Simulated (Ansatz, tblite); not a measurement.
# The cluster Be2F5−: rung by rung

The task here is to estimate one member of a computed series from the others.

Program: Ansatz 0.2.0, Gaussian basis. Level of theory: as each input shows. These are calculated values, not measurements.

The runs, in order: GFN1-xTB, GFN2-xTB, PBE-D4/def2-TZVPD, r2SCAN-D4/def2-TZVPD, B3LYP-D4/def2-TZVPD, r2SCAN0-D4/def2-TZVPD, r2SCANh-D4/def2-TZVPD, CAM-B3LYP-D4/def2-TZVPD, ωB97X-V/def2-TZVPD, B97M-V/def2-TZVPD, HSE06-D4/def2-TZVPD, PBE-D4/def2-SVPD, PBE0-D4/def2-SVPD, HF/STO-3G, HF/6-31G, B3LYP-D4/6-31G, CCSD(T)/def2-SVPD, MP2/def2-TZVPD, RPA/def2-TZVPD.

1 further run of the same task is left out (set aside as unsound or not needed). Runs told in other sessions of the task aren't counted.

### The geometry

The singlet was relaxed beforehand with PBE-D4/def2-SVPD. At that level it is the lowest of the isomers that a small search found.

7 atoms, charge -1, spin multiplicity 1.

Bond lengths: Be1–F3 1.468 Å, Be1–F4 1.466 Å, Be1–F5 1.577 Å, Be2–F5 1.577 Å, Be2–F6 1.466 Å, Be2–F7 1.468 Å. Angles: F3–Be1–F4 129.2°, F3–Be1–F5 115.0°, F4–Be1–F5 115.8°, F5–Be2–F6 115.8°, F5–Be2–F7 115.0°, F6–Be2–F7 129.2°, Be1–F5–Be2 147.2°.

The ion is computed in the gas phase, without counter-ions or solvent.

PBE0-D4/def2-TZVPD was run before; its log isn't repeated, and its numbers join the tables.

Set-up of the first run:

Tight binding, by tblite at 300 K electronic temperature and without a spin-polarisation term:

```python
tblite.interface.Calculator('GFN1-xTB', numbers, positions, charge=-1, uhf=0).singlepoint()
```

Tight binding, by tblite at 300 K electronic temperature and without a spin-polarisation term:

```python
tblite.interface.Calculator('GFN2-xTB', numbers, positions, charge=-1, uhf=0).singlepoint()
```

start.molden holds the orbitals of an earlier run on this state, given as this run's starting guess.

in.yaml

```yaml
crystal:
  periodic: [false, false, false]
  atoms:
    - {symbol: Be, position_ang: [0.010794, -1.043688, -1.094987]}
    - {symbol: Be, position_ang: [0.018199, 1.077195, 1.063006]}
    - {symbol: F, position_ang: [-0.415934, -0.851806, -2.485965]}
    - {symbol: F, position_ang: [0.291466, -2.290098, -0.376291]}
    - {symbol: F, position_ang: [0.249151, 0.286220, -0.281102]}
    - {symbol: F, position_ang: [-1.293763, 0.897748, 1.691405]}
    - {symbol: F, position_ang: [1.140077, 1.924429, 1.483924]}
basis:
  gaussian: {orbitals: def2-TZVPD, initial_orbitals: start.molden}
total_charge: -1
hamiltonian: {xc: pbe, dispersion: d4}
scf: {omitted_lower_state_checks: [starts]}
output: {orbitals: {seedname: orbitals}}
```

Command:

```sh
$ ansatz run in.yaml --threads 4 --pin off --events-out ev --progress --plain --max-ram 3916MiB
```

Among the steps run: PBE-D4/def2-TZVPD; r2SCAN-D4/def2-TZVPD; B3LYP-D4/def2-TZVPD; r2SCAN0-D4/def2-TZVPD; r2SCANh-D4/def2-TZVPD; CAM-B3LYP-D4/def2-TZVPD; ωB97X-V/def2-TZVPD; B97M-V/def2-TZVPD; HSE06-D4/def2-TZVPD; PBE-D4/def2-SVPD; PBE0-D4/def2-SVPD; HF/STO-3G; HF/6-31G; B3LYP-D4/6-31G; CCSD(T)/def2-SVPD; MP2/def2-TZVPD; RPA/def2-TZVPD.

One table of the session follows, with a row left open; its other results are not shown here.

It belongs to the step «Levels side by side». 

| level | HOMO (eV) | LUMO (eV) | gap (eV) |
| --- | --- | --- | --- |
| HF/STO-3G | -4.57 | 14.99 | 19.56 |
| HF/6-31G | -10.98 | 8.84 | 19.83 |
| PBE-D4/def2-SVPD | -3.99 | 3.10 | 7.09 |
| PBE-D4/def2-TZVPD | -3.89 | 2.88 | 6.77 |
| r2SCAN-D4/def2-TZVPD | -4.33 | 3.45 | 7.78 |
| B97M-V/def2-TZVPD | -4.45 | 2.99 | 7.44 |
| r2SCANh-D4/def2-TZVPD | ? | ? | ? |
| B3LYP-D4/6-31G | -4.84 | 5.42 | 10.27 |
| B3LYP-D4/def2-TZVPD | -5.64 | 3.18 | 8.82 |
| PBE0-D4/def2-SVPD | -6.04 | 3.73 | 9.77 |
| PBE0-D4/def2-TZVPD | -5.93 | 3.43 | 9.36 |
| r2SCAN0-D4/def2-TZVPD | -6.27 | 3.77 | 10.04 |
| HSE06-D4/def2-TZVPD | -5.51 | 3.15 | 8.66 |
| CAM-B3LYP-D4/def2-TZVPD | -7.56 | 3.82 | 11.38 |
| ωB97X-V/def2-TZVPD | -8.52 | 4.33 | 12.86 |

Q: Estimate the row for r2SCANh-D4/def2-TZVPD from the others.

Worked estimate for «HOMO (eV)». Against the share of exact exchange, r2SCAN-D4/def2-TZVPD (0, -4.33), r2SCAN0-D4/def2-TZVPD (0.25, -6.27) give a slope of -7.76 per unit share; at 0.1 the line stands at -5.11.

**Answer.** HOMO (eV): -5.10; LUMO (eV): 3.59; gap (eV): 8.69. In «HOMO (eV)» the line misses by -0.01.
